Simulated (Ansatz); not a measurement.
# One shape, several levels: doublet InCl+

Wanted: a comparison of 6 runs (U-revPBE/STO-3G, U-wB97X/STO-3G, UCAM-B3LYP/STO-3G, UHSE06/STO-3G, UCCSDT(Q)/STO-3G, UCCSDTQ/STO-3G) of doublet InCl+. 

The results are computed with Ansatz 0.2.0.

34 further runs of the same task are left out: 5 that didn't finish, 29 set aside as unsound or not needed.

## Step 1: The molecule

The species is InCl+ (2 atoms), meant as a doublet with charge +1. SMILES of the parent species: `[Cl][In]`. The shape comes from GFN2-xTB, which is rough for such elements, and wasn't checked as a minimum. That shape belongs to the parent species and isn't relaxed for this state.

Bond lengths: Cl1–In2 2.386 Å.

## Step 2: The energy at U-revPBE/STO-3G (run 1)

Input file molecule.yaml:

```yaml
crystal:
  periodic: [false, false, false]
  atoms:
    - {symbol: Cl, position_ang: [0.000000, 0.000000, 0.000000]}
    - {symbol: In, position_ang: [0.000000, 0.000000, 2.385660]}
basis:
  gaussian:
    orbitals: STO-3G
total_charge: 1
magnetization:
  spin_polarized: true
  initial_magnetization: 1
hamiltonian:
  xc: {name: revPBE}
accuracy: high
```

Started as:

```
$ ansatz run molecule.yaml --threads 1 --pin off --max-ram 2610MiB --events-out events.jsonl --progress --plain --runs-dir runs
```

The program printed:

```text
Warning: RAYON_NUM_THREADS=1 ignored (pool sized by the plan → 1); use --threads N
Functional definition: revPBE
  name "revPBE"
  parameter kappa = 1.245
  parameter beta = 0.06672455060314922
  exchange = pbe_x(kappa = kappa, mu = beta*pi^2/3)
  correlation = pbe_c(beta = beta)
637 factors; integrals over basis functions are off by at most 7.3e-9 eV
mean field evaluation 1: about -167050.9558 eV, gradient 2.3e1 eV
mean field evaluation 2: about -166908.2648 eV, gradient 8.8e1 eV
mean field evaluation 4: about -167062.0220 eV, gradient 5.1e0 eV
mean field evaluation 8: about -167062.3232 eV, gradient 4.5e-2 eV
mean field evaluation 16: about -167062.3232 eV, gradient 2.1e-7 eV
mean field evaluation 32: about -167059.7049 eV, gradient 4.9e0 eV
mean field -167062.32321782 eV, -6139.4271393450 hartree, gradient 2.6e-8 eV, S^2 0.752536; 3 other end points of the search recorded, 0 dependent functions left out
reference -167062.32322003 eV, -6139.4271394262 hartree; 33, 32 occupied and 3, 4 virtual orbitals, 637 factors
Total energy: -167062.32322003 eV, -6139.4271394262 hartree
```

It took 3.6 s on 1 thread of Arm Neoverse V2, shared host; peak memory 0.13 GiB.

## Step 3: The energy at U-wB97X/STO-3G (run 2)

Input file in.yaml:

```yaml
crystal:
  periodic: [false, false, false]
  atoms:
    - {symbol: Cl, position_ang: [0.000000, 0.000000, 0.000000]}
    - {symbol: In, position_ang: [0.000000, 0.000000, 2.385660]}
basis:
  gaussian: {orbitals: STO-3G}
hamiltonian: {xc: {name: wB97X}}
total_charge: 1
accuracy: high
magnetization: {spin_polarized: true, initial_magnetization: 1}
```

Started as:

```
$ ansatz run in.yaml --threads 1 --pin off --max-ram 2610MiB --events-out events.jsonl --progress --plain --runs-dir runs
```

The program printed, shortened:

```text
Warning: RAYON_NUM_THREADS=1 ignored (pool sized by the plan → 1); use --threads N
Functional definition: wB97X
  name "wB97X"
[...]
      + exact_x_lr(omega)
[...]
      + integral(e_c_pw_opposite_spin*poly(b97_u_opposite, 1, cos1, cos2, cos3, cos4))
637 factors; integrals over basis functions are off by at most 7.3e-9 eV
128 factors; integrals over basis functions are off by at most 6.7e-10 eV
[...]
mean field -167078.06547697 eV, -6140.0056566982 hartree, gradient 4.3e-8 eV, S^2 0.755283; 0 other end points of the search recorded, 0 dependent functions left out
reference -167078.06547598 eV, -6140.0056566621 hartree; 33, 32 occupied and 3, 4 virtual orbitals, 637 factors
Total energy: -167078.06547598 eV, -6140.0056566621 hartree
```

Run time: 11 s. Hardware: 1 thread of Arm Neoverse V2, shared host; peak memory 0.4 GiB.

Runs 3 to 5 aren't shown in full; the table further down has their settings and results.

## Step 4: A single-point energy at UCCSDTQ/STO-3G (run 6)

Input file input.yaml:

```yaml
crystal:
  periodic: [false, false, false]
  atoms:
    - {symbol: Cl, position_ang: [0.000000, 0.000000, 0.000000]}
    - {symbol: In, position_ang: [0.000000, 0.000000, 2.385660]}
basis:
  gaussian:
    orbitals: STO-3G
total_charge: 1
magnetization:
  spin_polarized: true
  initial_magnetization: 1
correlation:
  method: ccsdtq
  frozen_orbitals: {Cl: 5, In: 18}
accuracy: high
scf:
  omitted_lower_state_checks: [cluster_reference, increment]
```

Started as:

```
$ ansatz run input.yaml --threads 1 --pin off --max-ram 2610MiB --events-out events.jsonl --progress --plain --runs-dir runs
```

The program printed, shortened:

```text
Warning: RAYON_NUM_THREADS=1 ignored (pool sized by the plan → 1); use --threads N
Functional definition: HF
  name "HF"
[...]
637 factors; integrals over basis functions are off by at most 7.3e-9 eV
[...]
mean field -167005.29110197 eV, -6137.3312477453 hartree, gradient 2.3e-8 eV, S^2 0.759534; 2 other end points of the search recorded, 0 dependent functions left out
23 core orbitals not correlated: weight in the atoms' cores, before any rotation towards them, 1.000 or more for the frozen orbitals, at most 0.000 for the correlated occupied ones
reference -167005.29110197 eV, -6137.3312477453 hartree; 10, 9 occupied and 3, 4 virtual orbitals, 637 factors
second order -0.45863858 eV of doubles, -0.00000000 eV of singles
cycle   1  -0.54142878 eV  change   -8.3e-2 eV  update   7.1e-2
[...]
cycle  29  -0.74590398 eV  change  -7.6e-10 eV  update   2.4e-9
Total energy: -167006.03700595 eV, -6137.3586592109 hartree
Checks for a lower state left out: cluster_reference, increment
```

It took 79 s on 1 thread of Arm Neoverse V2, shared host; peak memory 0.71 GiB.

## Step 5: All runs side by side

| run | level | frozen core orbitals | energy (Eh) | ⟨S²⟩ | wall time |
| --- | --- | --- | --- | --- | --- |
| 1 | U-revPBE/STO-3G | – | -6139.427139 | 0.753 | 3.6 s |
| 2 | U-wB97X/STO-3G | – | -6140.005657 | 0.755 | 11 s |
| 3 | UCAM-B3LYP/STO-3G | – | -6140.005481 | 0.755 | 2.7 s |
| 4 | UHSE06/STO-3G | – | -6139.455745 | 0.754 | 2.8 s |
| 5 | UCCSDT(Q)/STO-3G | 23 | -6137.358773 | 0.760 | 4.2 s |
| 6 | UCCSDTQ/STO-3G | 23 | -6137.358659 | 0.760 | 79 s |

## Step 6: Results

| quantity | value |
| --- | --- |
| run 6: total energy | -6137.35866 Eh |
| run 6: correlation energy (23 core orbitals frozen) | -27.4 mEh |
| run 6: ⟨S²⟩ of the reference determinant | 0.760 |
| run 6: T1 diagnostic | 0.018 |

Totals of different functionals can't be ranked against each other. In runs 1, 2, 3, 4, 5, 6 the basis is minimal, so the values are rough. In runs 1, 2, 3, 4, 5, 6 relativity is left out where basis or elements ask for it. All runs together took 1.7 min, the longest 79 s.
